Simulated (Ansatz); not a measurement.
Run this with Ansatz 0.2.0, Python API and show what comes out.

Script `scf_casiau.py`:
```python
# -*- coding: utf-8 -*-
"""Self-consistent field of CaSiAu at the given structure."""

from dataclasses import dataclass
from pathlib import Path
import warnings

import ansatz
import numpy as np
from pymatgen.core import Lattice, Structure
from pymatgen.core import Structure
from pymatgen.io.ase import AseAtomsAdaptor
from scipy.ndimage import map_coordinates


@dataclass(frozen=True)
class Settings:
    filling: str = "fermi_dirac"
    width_ev: float = 0.05
    mesh: tuple[int, ...] = (9, 9, 9)
    functional: str = "pbesol"
    tolerance: float = 1e-07


settings = Settings()


def main():
    warnings.simplefilter("ignore", ansatz.DeckWarning)

    pmg_structure = Structure(
        Lattice([[4.32759, 0.0, 0.0], [-2.1638, 3.74781, 0.0], [0.0, 0.0, 3.9425]]),
        ["Ca", "Si", "Au"],
        [
            [1 / 3, 2 / 3, 0.0],
            [0.0, 0.0, 0.5],
            [2 / 3, 1 / 3, 0.5],
        ],
    )
    xtal = ansatz.Crystal.from_ase(AseAtomsAdaptor.get_atoms(pmg_structure))

    # settings of the run
    setup = (
        xtal.calculation()
        .occupations(settings.filling, width=settings.width_ev)
        .kpoints(*settings.mesh)
        .functional(settings.functional)
        .scf(tolerance=settings.tolerance)
        .band_table()
        .density()
        .potential()
        .electron_localization_function()
        .output_files(volumetric_format="npy")
    )
    out = setup.run(threads=1, backend="cpu")
    r = out.report

    print(f"free energy      {r['free_energy_ev']:.5f} eV")
    print(f"per atom         {r['free_energy_ev'] / len(out.lattice.sites):.5f} eV")
    print(f"SCF iterations   {r['n_iterations']}  (converged: {r['converged']})")

    table = np.array(r["eigenvalues_ev"]) - r["fermi_energy_ev"]
    filling = np.array(r["occupations"])
    weights = np.tile(r["kweights"], len(table) // len(r["kweights"]))
    print("band   lowest  highest (eV from E_F)  electrons")
    for band in range(table.shape[1]):
        if table[:, band].max() > -10:
            print(f"{band + 1:4d} {table[:, band].min():8.3f} {table[:, band].max():8.3f} {weights @ filling[:, band]:18.4f}")
    print("electrons counted from the table:", round(float(weights @ filling.sum(axis=1)), 5))

    folder = Path(out.write_results("fields"))
    print("densities in e/A^3, potentials in eV, ELF without unit")
    for name in sorted(p.name for p in folder.glob("*.npy")):
        field = np.load(folder / name)
        print(f"{name:16s} {str(field.shape):16s} min {field.min():10.4f}  mean {field.mean():10.4f}  max {field.max():10.4f}")

    final = Structure(out.lattice.cell_ang, [s.symbol for s in out.lattice.sites], [s.position_frac for s in out.lattice.sites])
    # the grid holds the pseudo-density, which differs from the true one inside the cores
    rho = out.density()
    total = sum(channel.density_e_per_ang3 for channel in rho.channels[:2])
    grid_cell = np.asarray(rho.fft_grid_basis) @ out.lattice.cell_ang
    partner = min(final.get_neighbors(final[0], 5.0), key=lambda n: n.nn_distance)
    line = np.linspace(final[0].coords, partner.coords, 13)
    points = (line @ np.linalg.inv(grid_cell)) * rho.dims
    values = map_coordinates(total, points.T, order=3, mode="grid-wrap")
    print(f"from {final[0].specie} to {partner.specie}, {partner.nn_distance:.3f} A")
    for t, value in zip(np.linspace(0, partner.nn_distance, 13), values):
        print(f"{t:7.3f} A  {value:9.4f} e/A^3")

    for term in (ansatz.EnergyTerm.SMEARING, ansatz.EnergyTerm.DISPERSION):
        print(f"F without {term.name.lower()}: {ansatz.free_energy_without(r, term):.5f} eV")


if __name__ == "__main__":
    main()
```

```console
$ python scf_casiau.py
free energy      -15424.37824 eV
per atom         -5141.45941 eV
SCF iterations   7  (converged: True)
band   lowest  highest (eV from E_F)  electrons
   9   -9.832   -7.851             2.0000
  10   -6.092   -5.501             2.0000
  11   -5.931   -5.165             2.0000
  12   -5.390   -4.842             2.0000
  13   -5.075   -4.657             2.0000
  14   -4.769   -3.773             2.0000
  15   -4.645    0.298             1.9973
  16   -3.441    1.970             1.8877
  17   -1.383    1.970             1.0843
  18   -0.004    2.610             0.0308
  19    2.686    4.117             0.0000
  20    2.704    4.677             0.0000
  21    3.422    5.008             0.0000
electrons counted from the table: 33.0
densities in e/A^3, potentials in eV, ELF without unit
elf.npy          (30, 30, 27)     min     0.0253  mean     0.3536  max     0.8622
rho.npy          (30, 30, 27)     min     0.0433  mean     0.5161  max    14.8693
v_es.npy         (30, 30, 27)     min   -68.2556  mean     4.8976  max    14.5343
v_tot.npy        (30, 30, 27)     min   -99.0225  mean    -5.5679  max     7.2531
from Ca to Au, 3.183 A
  0.000 A     6.9272 e/A^3
  0.265 A     6.1041 e/A^3
  0.530 A     3.4983 e/A^3
  0.796 A     1.1225 e/A^3
  1.061 A     0.2660 e/A^3
  1.326 A     0.1204 e/A^3
  1.591 A     0.1418 e/A^3
  1.856 A     0.2575 e/A^3
  2.122 A     0.6321 e/A^3
  2.387 A     2.4180 e/A^3
  2.652 A     6.7798 e/A^3
  2.917 A    12.1460 e/A^3
  3.183 A    15.1393 e/A^3
F without smearing: -15424.36375 eV
F without dispersion: -15424.37824 eV
```

Reading the output:
- Total energies depend on the potentials; only differences at equal settings carry meaning.
- The computed bands are complete only to about 3.4 eV above the Fermi level.
- Grid values close to the nuclei reflect the PAW or pseudopotential construction, not the all-electron fields.
- This cell is a computed structure, which may not be the phase found in nature.
- Levels are Kohn-Sham eigenvalues on this mesh, without spin-orbit coupling.
- Timing: 11 s on 1 thread of Arm Neoverse V1, on a shared host, peak memory 0.49 GiB.
